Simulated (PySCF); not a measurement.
# C5H6N2OS: a tour of settings

Aim: see how C5H6N2OS (`C[S@@](=O)c1ccnnc1`) answers to the choice of functional, basis, grid and SCF options, and what happens with inputs that are wrong on purpose.

The runs use PySCF 2.14.0, with density-fitted response routines of our own; the level of theory stands in each step. All values are computed, except where a source is named. Atoms count from 0, in the outputs and in this text.

## Step 1: Starting geometry

15 atoms, charge 0, multiplicity 1; geometry from: GFN2-xTB.

Bonds of the start (Å): C0–S1 1.85, S1–O2 1.46, S1–C3 1.83, C3–C4 1.38, C4–C5 1.39, C5–N6 1.32, N6–N7 1.30, N7–C8 1.32, C8–C3 1.39, C0–H9 1.08, C0–H10 1.08, C0–H11 1.09, C4–H12 1.08, C5–H13 1.08, C8–H14 1.08.

## Step 2: NMR shieldings: PBE0/pcSseg-1

The job: settings as JSON, then the geometry in Å.

```
{"job": {"kind": "nmr", "xc": "PBE0", "basis": "pcSseg-1"}, "charge": 0, "multiplicity": 1}
C     -2.282896     0.120344    -0.542407
S     -1.467732     0.467258     1.084696
O     -1.651606    -0.732154     1.896613
C      0.215622     0.299420     0.374791
C      0.967378    -0.818189     0.669652
C      2.243294    -0.877216     0.109901
N      2.727532     0.084762    -0.650881
N      2.021719     1.140799    -0.912153
C      0.802175     1.273889    -0.428760
H     -1.954698    -0.844030    -0.915244
H     -2.027200     0.914712    -1.233701
H     -3.353706     0.102296    -0.366345
H      0.566092    -1.593531     1.305934
H      2.900776    -1.718188     0.278141
H      0.288836     2.187817    -0.692149
```

Level: GIAO PBE0/pcSseg-1 NMR shielding, non-relativistic, gas phase.

On the command line:

```sh
$ OMP_NUM_THREADS=1 python probes_run.py task.json out
```

One launch serves the whole session: the jobs run in the order shown.

Standard output:

```text
coarse grid: 13984 points
cycle   1  E = -776.1034407361  dE =  1.904e+00  |g| = 9.001e-01  |ddm| = 4.065e+00
cycle   2  E = -775.2979219551  dE =  8.055e-01  |g| = 2.158e+00  |ddm| = 4.444e+00
cycle   3  E = -776.2515107345  dE = -9.536e-01  |g| = 2.049e-01  |ddm| = 3.713e+00
cycle   4  E = -776.2584067096  dE = -6.896e-03  |g| = 1.260e-01  |ddm| = 3.693e-01
cycle   5  E = -776.2622002070  dE = -3.793e-03  |g| = 2.993e-02  |ddm| = 1.438e-01
cycle   6  E = -776.2623764994  dE = -1.763e-04  |g| = 1.408e-02  |ddm| = 3.959e-02
cycle   7  E = -776.2624253100  dE = -4.881e-05  |g| = 2.126e-03  |ddm| = 1.434e-02
cycle   8  E = -776.2624261453  dE = -8.353e-07  |g| = 1.091e-03  |ddm| = 2.967e-03
final grid: 133216 points
cycle   9  E = -776.3258803853  dE = -2.627e-05  |g| = 1.072e-02  |ddm| = 4.508e-02
cycle  10  E = -776.3258419176  dE =  3.847e-05  |g| = 1.717e-02  |ddm| = 3.275e-02
cycle  11  E = -776.3259048866  dE = -6.297e-05  |g| = 3.198e-03  |ddm| = 2.298e-02
cycle  12  E = -776.3259068971  dE = -2.011e-06  |g| = 3.704e-04  |ddm| = 3.598e-03
cycle  13  E = -776.3259069229  dE = -2.576e-08  |g| = 2.207e-04  |ddm| = 6.017e-04
cycle  14  E = -776.3259069346  dE = -1.179e-08  |g| = 5.648e-05  |ddm| = 2.542e-04
cycle  15  E = -776.3259069353  dE = -6.712e-10  |g| = 1.987e-05  |ddm| = 7.463e-05
converged SCF energy = -776.3259069353

GIAO shielding tensors (ppm)
atom      isotropic    diamagn.    paramagn.     s11        s22        s33       span
  0 C      134.889     254.197    -119.308     99.600    124.531    180.537     80.937
  1 S      203.239    1052.843    -849.604     45.322    107.777    456.617    411.295
  2 O      300.972     397.292     -96.319     87.676    323.576    491.664    403.988
  3 C       25.141     269.803    -244.662    -65.317     -1.668    142.409    207.726
  4 C       63.372     252.220    -188.848    -57.504     41.754    205.867    263.372
  5 C       29.869     251.197    -221.328    -97.305     40.375    146.537    243.842
  6 N     -204.523     321.278    -525.801   -664.051   -204.883    255.364    919.414
  7 N     -198.994     321.124    -520.118   -646.732   -201.797    251.547    898.279
  8 C       36.737     248.853    -212.117    -83.913     46.022    148.101    232.015
  9 H       29.287      31.784      -2.498     26.278     28.735     32.848      6.570
 10 H       29.770      31.374      -1.604     25.725     28.544     35.041      9.316
 11 H       28.816      28.681       0.135     25.790     26.249     34.409      8.618
 12 H       23.588      33.212      -9.624     19.671     21.306     29.788     10.117
 13 H       21.790      28.840      -7.050     18.784     18.948     27.639      8.855
 14 H       22.377      31.074      -8.697     18.231     19.572     29.329     11.098
```

Wall time 47 s (1 thread of Intel Xeon at 2.70GHz, shared host); peak memory 0.84 GiB.

Shifts follow as δ = σ(reference) − σ, with reference shieldings (ppm) from runs at the same level and on the same kind of geometry: ¹H TMS 31.72, ¹³C TMS 186.9, ¹⁵N NH3 267.7, ¹⁷O H2O 336.1, ³³S CS2 504. The references are single molecules in the gas phase, so shifts against H2O, NH3, PH3, H3PO4 or CFCl3 are not on the usual liquid scales and can be off by tens of ppm. Atoms listed in one row are averaged.

```
       atoms                                         environment  σ (ppm)  δ (ppm)  δ scaled to CDCl3
          C3                      aromatic carbon bearing sulfur     25.1    161.8              151.6
          C5                 aromatic CH next to a ring nitrogen     29.9    157.1              151.4
          C8                 aromatic CH next to a ring nitrogen     36.7    150.2              144.7
          C4                                         aromatic CH     63.4    123.6              118.7
          C0                           methyl carbon bonded to S    134.9     52.0               44.5
         H13  hydrogen on an aromatic CH next to a ring nitrogen    21.79     9.93               9.46
         H14  hydrogen on an aromatic CH next to a ring nitrogen    22.38     9.34               8.91
         H12                          hydrogen on an aromatic CH    23.59     8.13               7.77
H9, H10, H11             hydrogen on a methyl carbon bonded to S    29.29     2.43               2.39
          S1                                    sulfoxide sulfur      203      300                  –
          O2                                          S=O oxygen    301.0     35.1                  –
          N6                         pyridine-type ring nitrogen   -204.5    472.3                  –
          N7                         pyridine-type ring nitrogen   -199.0    466.7                  –
```

The scaled column applies a straight-line fit of computed shieldings to shifts measured in CDCl3, with any fitted terms for Cl, Br or S neighbours (root-mean-square error 0.16 ppm for H, 1.9 ppm for C).

Charges from the same density, by scheme (e):

```
atoms  Mulliken    IAO  Hirshfeld  ESP fit
   C0     -0.39  -0.57      -0.13    -0.38
   S1      0.73   1.12       0.36     0.26
   O2     -0.60  -0.89      -0.34    -0.39
   C3     -0.51  -0.18      -0.02    -0.09
   C4      0.01  -0.15      -0.03    -0.02
   C5      0.14  -0.02       0.02     0.29
   N6     -0.22  -0.15      -0.10    -0.30
   N7     -0.23  -0.14      -0.10    -0.35
   C8      0.25  -0.04       0.01     0.37
```

Mayer bond orders: C0–S1 0.88, S1–O2 1.55, S1–C3 0.86, C3–C4 1.44, C4–C5 1.32, C5–N6 1.50, N6–N7 1.32, N7–C8 1.51, C8–C3 1.26.

Ring of atoms C3, C4, C5, N6, N7, C8: NICS(0) -6.3, NICS(1) -11.8, NICS(1)zz -28.9 ppm (means of both faces).

## Step 3: Ultraviolet spectrum: PBE0/def2-SVPD

The job, as its differences from that of step 2:

```diff
@@ -1,2 +1,2 @@
-{"job": {"kind": "nmr", "xc": "PBE0", "basis": "pcSseg-1"}, "charge": 0, "multiplicity": 1}
+{"job": {"kind": "uv", "xc": "PBE0", "basis": "def2-SVPD", "nstates": 6, "ntriplets": 2}, "charge": 0, "multiplicity": 1}
 C     -2.282896     0.120344    -0.542407
```

Level: TDDFT PBE0/def2-SVPD, vertical, gas phase, core orbitals frozen in the response.

Standard output:

```text
coarse grid: 13984 points
cycle   1  E = -775.7725756100  dE =  1.820e+00  |g| = 8.496e-01  |ddm| = 7.599e+00
cycle   2  E = -775.0006499161  dE =  7.719e-01  |g| = 2.089e+00  |ddm| = 4.676e+00
cycle   3  E = -775.9166681385  dE = -9.160e-01  |g| = 1.754e-01  |ddm| = 3.333e+00
cycle   4  E = -775.9214916682  dE = -4.824e-03  |g| = 1.141e-01  |ddm| = 6.581e-01
cycle   5  E = -775.9247469073  dE = -3.255e-03  |g| = 2.701e-02  |ddm| = 2.874e-01
cycle   6  E = -775.9249021407  dE = -1.552e-04  |g| = 1.175e-02  |ddm| = 9.624e-02
cycle   7  E = -775.9249374159  dE = -3.528e-05  |g| = 1.765e-03  |ddm| = 3.188e-02
cycle   8  E = -775.9249380603  dE = -6.445e-07  |g| = 8.697e-04  |ddm| = 6.403e-03
final grid: 133216 points
cycle   9  E = -776.0143412822  dE = -2.842e-05  |g| = 9.843e-03  |ddm| = 1.674e-01
cycle  10  E = -776.0143083006  dE =  3.298e-05  |g| = 1.554e-02  |ddm| = 6.006e-02
cycle  11  E = -776.0143636846  dE = -5.538e-05  |g| = 2.986e-03  |ddm| = 3.167e-02
cycle  12  E = -776.0143655193  dE = -1.835e-06  |g| = 3.593e-04  |ddm| = 6.071e-03
cycle  13  E = -776.0143655467  dE = -2.739e-08  |g| = 1.879e-04  |ddm| = 1.240e-03
cycle  14  E = -776.0143655551  dE = -8.445e-09  |g| = 5.673e-05  |ddm| = 5.712e-04
cycle  15  E = -776.0143655559  dE = -7.419e-10  |g| = 2.034e-05  |ddm| = 2.252e-04
converged SCF energy = -776.0143655559

Static polarisability (au): isotropic 94.126, principal 67.584 94.785 120.009

Singlet excitations
state   eV       nm        f      main configurations
  1   3.3633    368.6   0.00354   H->L 0.97
  2   3.7577    329.9   0.00016   H->L+1 0.98
  3   4.6342    267.5   0.05495   H-1->L 0.96
  4   5.0463    245.7   0.00052   H-1->L+1 0.95
  5   5.6705    218.6   0.00653   H-2->L 0.83, H-5->L 0.11
  6   5.8818    210.8   0.00222   H-5->L 0.83, H-2->L 0.09

Triplet excitations (Tamm-Dancoff, eV): 2.6133 3.3837
```

It took 67 s on 1 thread of Intel Xeon at 2.70GHz, shared host; peak memory 0.97 GiB.

The orbitals next to the gap, with their largest atomic shares:

```
orbital     eV                      atoms
 HOMO−3  -8.99  C5 23 %, C8 20 %, N7 16 %
 HOMO−2  -8.76  O2 56 %, S1 11 %, C3 10 %
 HOMO−1  -7.56   O2 45 %, S1 28 %, C0 9 %
   HOMO  -6.90   N7 36 %, N6 36 %, C8 7 %
   LUMO  -1.89  N6 21 %, C3 21 %, C4 18 %
 LUMO+1  -1.46  C8 24 %, C5 20 %, N7 15 %
 LUMO+2   0.09  S1 53 %, O2 12 %, C3 11 %
```

With each of the 6 states as a Gaussian band of 0.4 eV half-width at 1/e, the curve within the window shown has maxima at 368 nm (ε 150), 268 nm (ε 2,200), 218 nm (ε 340) L/(mol cm). Beyond the last state computed it falls off for lack of states. The curve at chosen wavelengths:

(nm, ε (L/mol/cm)): (201, 103), (211, 287), (221, 327), (231, 254), (241, 484), (251, 1232), (261, 2035), (270, 2215), (280, 1738), (290, 1026), (300, 486), (310, 203), (320, 96), (330, 79), (340, 97), (350, 122), (360, 141), (370, 146), (380, 137), (389, 120), (399, 97), (409, 73), (419, 53), (429, 36), (439, 24), (449, 15)

Ground-state properties from the same run:

```
           property  computed
  dipole moment (D)      2.63
polarisability (Å³)     13.95
 HOMO–LUMO gap (eV)      5.00
      −ε(HOMO) (eV)      6.90
```

## Step 4: Shielding tensors: BP86/pcSseg-1

The job, as its differences from that of step 3:

```diff
@@ -1,2 +1,2 @@
-{"job": {"kind": "uv", "xc": "PBE0", "basis": "def2-SVPD", "nstates": 6, "ntriplets": 2}, "charge": 0, "multiplicity": 1}
+{"job": {"kind": "nmr", "xc": "BP86", "basis": "pcSseg-1", "pop": true, "scf": {"max_cycle": 5}, "grid": 0}, "charge": 0, "multiplicity": 1}
 C     -2.282896     0.120344    -0.542407
```

With the program's defaults for keys left out, this is: GIAO BP86/pcSseg-1 NMR shielding, non-relativistic, gas phase.

Standard output:

```text
final grid: 13984 points
cycle   1  E = -776.6584931155  dE =  1.661e+00  |g| = 1.037e+00  |ddm| = 4.115e+00
cycle   2  E = -773.9700541078  dE =  2.688e+00  |g| = 3.359e+00  |ddm| = 7.678e+00
cycle   3  E = -776.7892553657  dE = -2.819e+00  |g| = 5.331e-01  |ddm| = 7.261e+00
cycle   4  E = -776.8430140875  dE = -5.376e-02  |g| = 3.261e-01  |ddm| = 1.122e+00
cycle   5  E = -776.8666768140  dE = -2.366e-02  |g| = 1.085e-01  |ddm| = 4.052e-01
SCF not converged, last energy = -776.8666768140
```

Wall time 11 s (1 thread of Intel Xeon at 2.70GHz, shared host); peak memory 0.59 GiB.

Why it failed: The cap of 5 cycles ended the SCF at a gradient of 1.1e-01. Cure: raise the cap. Numbers printed on the way are no properties of the molecule.

## Step 5: TDDFT and polarisability: PBE0/3-21G

The job, as its differences from that of step 4:

```diff
@@ -1,4 +1,4 @@
-{"job": {"kind": "nmr", "xc": "BP86", "basis": "pcSseg-1", "pop": true, "scf": {"max_cycle": 5}, "grid": 0}, "charge": 0, "multiplicity": 1}
+{"job": {"kind": "uv", "xc": "PBE0", "basis": "3-21G", "nstates": 1, "ntriplets": 2, "tda": false, "scf": {"max_cycle": 63}}, "charge": 0, "multiplicity": 1}
 C     -2.282896     0.120344    -0.542407
-S     -1.467732     0.467258     1.084696
+S     -1.875314     0.293801     0.271144
 O     -1.651606    -0.732154     1.896613
```

With the program's defaults for keys left out, this is: TDDFT PBE0/3-21G, vertical, gas phase, core orbitals frozen in the response.

Standard output:

```text
final grid: 133216 points
cycle   1  E = -769.7967858600  dE =  4.943e+00  |g| = 1.258e+00  |ddm| = 5.729e+00
cycle   2  E = -763.2993187878  dE =  6.497e+00  |g| = 3.090e+00  |ddm| = 9.185e+00
cycle   3  E = -769.9818685762  dE = -6.683e+00  |g| = 9.793e-01  |ddm| = 9.005e+00
cycle   4  E = -770.1581361449  dE = -1.763e-01  |g| = 5.859e-01  |ddm| = 1.311e+00
cycle   5  E = -770.2156317966  dE = -5.750e-02  |g| = 4.037e-01  |ddm| = 1.816e+00
cycle   6  E = -770.2543989711  dE = -3.877e-02  |g| = 1.275e-01  |ddm| = 6.512e-01
cycle   7  E = -770.2577956607  dE = -3.397e-03  |g| = 5.854e-02  |ddm| = 3.049e-01
cycle   8  E = -770.2586985789  dE = -9.029e-04  |g| = 1.725e-02  |ddm| = 1.123e-01
cycle   9  E = -770.2587686991  dE = -7.012e-05  |g| = 8.632e-03  |ddm| = 4.343e-02
cycle  10  E = -770.2587890920  dE = -2.039e-05  |g| = 1.449e-03  |ddm| = 2.594e-02
cycle  11  E = -770.2587899654  dE = -8.734e-07  |g| = 8.546e-04  |ddm| = 7.105e-03
cycle  12  E = -770.2587901817  dE = -2.163e-07  |g| = 4.041e-04  |ddm| = 2.595e-03
cycle  13  E = -770.2587902637  dE = -8.194e-08  |g| = 1.294e-04  |ddm| = 2.060e-03
cycle  14  E = -770.2587902885  dE = -2.486e-08  |g| = 7.169e-05  |ddm| = 2.055e-03
cycle  15  E = -770.2587902903  dE = -1.741e-09  |g| = 3.033e-05  |ddm| = 3.126e-04
cycle  16  E = -770.2587902904  dE = -1.751e-10  |g| = 1.696e-05  |ddm| = 9.984e-05
converged SCF energy = -770.2587902904

Static polarisability (au): isotropic 84.744, principal 48.797 82.317 123.118

Singlet excitations
state   eV       nm        f      main configurations
  1   1.8841    658.1   0.00512   H->L 0.72, H->L+1 0.11, H->L+3 0.10

Triplet excitations (Tamm-Dancoff, eV): 1.0184 1.2178
```

It took 17 s on 1 thread of Intel Xeon at 2.70GHz, shared host; peak memory 0.61 GiB.

It converged, yet the result is unsound: one atom of the first bond was moved so that the bond is 0.5 times as long. Its HOMO lies at -5.03 eV, against -6.90 eV in step 3 (PBE0/def2-SVPD), a different level, so the two don't compare directly.

## Step 6: Spin-spin couplings: HF/cc-pVDZ-PP

The job, as its differences from that of step 5:

```diff
@@ -1,4 +1,4 @@
-{"job": {"kind": "uv", "xc": "PBE0", "basis": "3-21G", "nstates": 1, "ntriplets": 2, "tda": false, "scf": {"max_cycle": 63}}, "charge": 0, "multiplicity": 1}
+{"job": {"kind": "j", "xc": "HF", "basis": "cc-pVDZ-PP", "scf": {"diis": false, "max_cycle": 82}}, "charge": 0, "multiplicity": 1}
 C     -2.282896     0.120344    -0.542407
-S     -1.875314     0.293801     0.271144
+S     -1.467732     0.467258     1.084696
 O     -1.651606    -0.732154     1.896613
```

With the program's defaults for keys left out, this is: HF/cc-pVDZ-PP.

Standard output:

```text
KeyError: 'Element c (Z=6) not found in basis cc-pVDZ-PP version 0'
```

It took 0.02 s on 1 thread of Intel Xeon at 2.70GHz, shared host.

Why it failed: The basis cc-pVDZ-PP has no functions for an element of the molecule, so the input was refused before any integral. Cure: choose a basis that covers all elements.

## Step 7: What came out

| quantity | value |
| --- | --- |
| ¹³C shifts against TMS (PBE0/pcSseg-1) | 161.8, 157.1, 150.2, 123.6, 52.0 ppm |
| ¹H shifts against TMS (PBE0/pcSseg-1, means over atoms taken as alike) | 9.93, 9.34, 8.13, 2.43 ppm |
| ³³S shifts against CS2 (PBE0/pcSseg-1) | 300 ppm |
| ¹⁷O shifts against H2O (PBE0/pcSseg-1) | 35.1 ppm |
| ¹⁵N shifts against NH3 (PBE0/pcSseg-1) | 472.3, 466.7 ppm |
| lowest singlet (PBE0/def2-SVPD) | 3.36 eV (369 nm), f = 0.004 |
| brightest single state of those computed | state 3, 4.63 eV, f = 0.055 |
| lowest triplet | 2.61 eV |
| property runs in this session | 5, of which 2 failed and 1 gave unsound results |

What this shows: Single values in the summary come from the first run of each kind that ended normally (PBE0/pcSseg-1; PBE0/def2-SVPD), which need not be the best level. NICS(1)zz of -29 ppm above the planar ring from C3 marks a diatropic (aromatic) ring current. The lowest singlet, at 3.36 eV, is HOMO→LUMO 0.97 and is weak; of the 6 states computed, the strongest absorption comes from state 3 at 4.63 eV. The lowest triplet lies 0.75 eV below the lowest singlet (triplets in Tamm-Dancoff, singlets in full TDDFT).
